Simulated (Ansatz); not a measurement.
A nudged elastic band was laid between two geometries of a periodic cell of 17 atoms, Rb₁₆H (host Rb, host structure bcc, interstitial H).

These are results of DFT PBEsol, scalar-relativistic, plane waves, PAW in Ansatz 0.2.0, not measurements. Settings: cutoff 420 eV, k mesh 2x2x2, fermi-dirac smearing 0.15 eV, no spin polarisation.

* movable images: 5
* climbing image: yes
* spring: 5.0 eV/Å²
* optimiser: quadratic models (default)
* start path: straight line
* force threshold: 0.05 eV/Å
* iteration limit: 35
* end points: relaxed

Image 0:

```xyz
17
Lattice="11.1800 0.0000 0.0000 0.0000 11.1800 0.0000 0.0000 0.0000 11.1800" Properties=species:S:1:pos:R:3
Rb 0.044 0.002 0.409
Rb 5.361 0.004 -0.177
Rb -0.147 5.593 0.176
Rb 0.044 0.002 5.179
Rb 3.031 2.981 2.793
Rb 5.820 5.593 -0.100
Rb 5.362 0.004 5.762
Rb 8.354 2.392 2.794
Rb -0.147 5.593 5.410
Rb 3.030 8.208 2.793
Rb 2.582 2.907 8.383
Rb 5.820 5.593 5.686
Rb 8.350 8.789 2.794
Rb 8.537 2.618 8.384
Rb 2.582 8.280 8.383
Rb 8.537 8.569 8.384
H 9.782 0.003 2.793
```

Image 6:

```xyz
17
Lattice="11.1800 0.0000 0.0000 0.0000 11.1800 0.0000 0.0000 0.0000 11.1800" Properties=species:S:1:pos:R:3
Rb -0.407 -0.001 -0.034
Rb 5.997 -0.001 -0.034
Rb -0.177 5.590 0.146
Rb 0.168 -0.001 5.813
Rb 2.795 2.618 2.649
Rb 5.766 5.590 0.146
Rb 5.420 -0.001 5.814
Rb 8.384 2.388 2.829
Rb 0.090 5.589 5.370
Rb 2.795 8.561 2.649
Rb 2.794 2.886 8.604
Rb 5.499 5.589 5.370
Rb 8.384 8.792 2.828
Rb 8.384 2.963 8.162
Rb 2.794 8.293 8.604
Rb 8.384 8.214 8.161
H 8.385 0.000 1.398
```

Question: Which bonds break or form, and what moves?

Answer: Contacts lost: Rb4–H17. Contacts made: Rb2–H17. The atom that moves furthest is H17, by 1.97 Å.

Question: What energy profile does the band end with?

Answer: It converged. The highest image is number 3 of 0 to 6, 0.073 eV above the ends, which have the same energy within 2 meV. By the program's own check the climbing image is a first-order saddle point (lowest curvatures found: -0.19 and 0.05 eV/Å²). Limits of this set-up: coarse k mesh, odd electron count without spin.

| image | path coordinate (Å) | energy (eV) | Rb4–H17 (Å) | Rb2–H17 (Å) |
| --- | --- | --- | --- | --- |
| 0 | 0.00 | 0.000 | 2.79 | 5.33 |
| 1 | 0.65 | 0.011 | 2.82 | 4.93 |
| 2 | 1.30 | 0.045 | 2.95 | 4.24 |
| 3 | 1.95 | 0.073 | 3.39 | 3.39 |
| 4 | 2.59 | 0.046 | 4.23 | 2.95 |
| 5 | 3.23 | 0.011 | 4.90 | 2.81 |
| 6 | 3.87 | 0.000 | 5.32 | 2.78 |

Question: What is the geometry of the highest image?

Answer: 
```xyz
17
Lattice="11.1800 0.0000 0.0000 0.0000 11.1800 0.0000 0.0000 0.0000 11.1800" Properties=species:S:1:pos:R:3
Rb -0.349 0.001 0.350
Rb 6.178 0.001 0.240
Rb -0.064 5.591 0.065
Rb -0.238 0.001 5.003
Rb 2.968 2.767 2.635
Rb 5.715 5.591 -0.189
Rb 5.512 0.001 5.669
Rb 8.301 2.742 2.880
Rb 0.191 5.591 5.467
Rb 2.968 8.416 2.636
Rb 2.665 2.582 8.516
Rb 5.468 5.591 5.713
Rb 8.302 8.441 2.880
Rb 8.545 2.766 8.213
Rb 2.665 8.601 8.516
Rb 8.545 8.416 8.213
H 8.826 0.001 2.355
```

The band took 8 iterations and about 40 core-minutes.

The run took 12 min on 4 threads of Intel(R) Xeon(R) Platinum 8488C (Sapphire Rapids), on a shared host, peak memory 6.3 GiB.
